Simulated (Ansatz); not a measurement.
# MoS2: the cost of one run

Method: DFT PBEsol, scalar-relativistic, plane waves, PAW, in Ansatz 0.2.0.

The COD entry's cell or inner coordinates are ideal or old and differ from later refinements, so a difference from it is no clean test against experiment.

1 further run of the same task is left out (it didn't finish).

## Step 1: The system as given

The structure is trigonal, space group R-3m (No. 166). Conventional cell: a = 3.171 Å, b = 3.171 Å, c = 18.345 Å, α = 90.00°, β = 90.00°, γ = 120.00°. Around Mo (site symmetry -3m) lie 6 S at 2.39 Å. S (site symmetry 3m) is surrounded by 3 Mo at 2.39 Å.

As a file:

```cif
data_structure
_symmetry_space_group_name_H-M 'P 1'
_symmetry_Int_Tables_number 1
_cell_length_a 6.3832
_cell_length_b 6.3832
_cell_length_c 6.3832
_cell_angle_alpha 28.764
_cell_angle_beta 28.764
_cell_angle_gamma 28.764
_cell_volume 53.25
loop_
_atom_site_label
_atom_site_type_symbol
_atom_site_fract_x
_atom_site_fract_y
_atom_site_fract_z
_atom_site_occupancy
Mo1 Mo 0.00000 0.00000 0.00000 1
S1 S 0.75000 0.75000 0.75000 1
S2 S 0.25000 0.25000 0.25000 1
```

The structure comes from the Crystallography Open Database.

(A quick probe on a coarse mesh, which set the mesh and smearing, is not shown.)

## Step 3: A loose first relaxation

The input, input.yaml:

```yaml
crystal:
  lattice:
    - [1.5855007458, 0.9153892824, 6.115]
    - [-1.5855007458, 0.9153892824, 6.115]
    - [0.0, -1.8307785648, 6.115]
  atoms:
    - { symbol: Mo, position: [0.0, 0.0, 0.0] }
    - { symbol: S, position: [0.75, 0.75, 0.75] }
    - { symbol: S, position: [0.25, 0.25, 0.25] }
basis:
  ecutwfc: 420
kpoints:
  mp_grid: { grid: [6, 6, 6] }
hamiltonian:
  xc: pbesol
scf:
  occupations: { method: gaussian, width: 0.1 }
output:
  forces: true
  stress: true
  eigenvalues: true
relax:
  adjacent_minimum: "off"
  f_tol: 0.05
  max_steps: 80
  cell: { stress_tol: 0.5 }
```

Run with:

```console
$ ansatz run input.yaml --threads 1 --pin off --max-ram 2560MiB --backend cpu --events-out ev --progress --plain --runs-dir out
```

**Question.** How long does this run take on 1 thread of Intel Xeon Platinum 8259CL at 2.50GHz (Skylake/Cascade Lake), shared host, and how much memory does it need?

About 9.2 s, with a peak of 0.41 GiB.
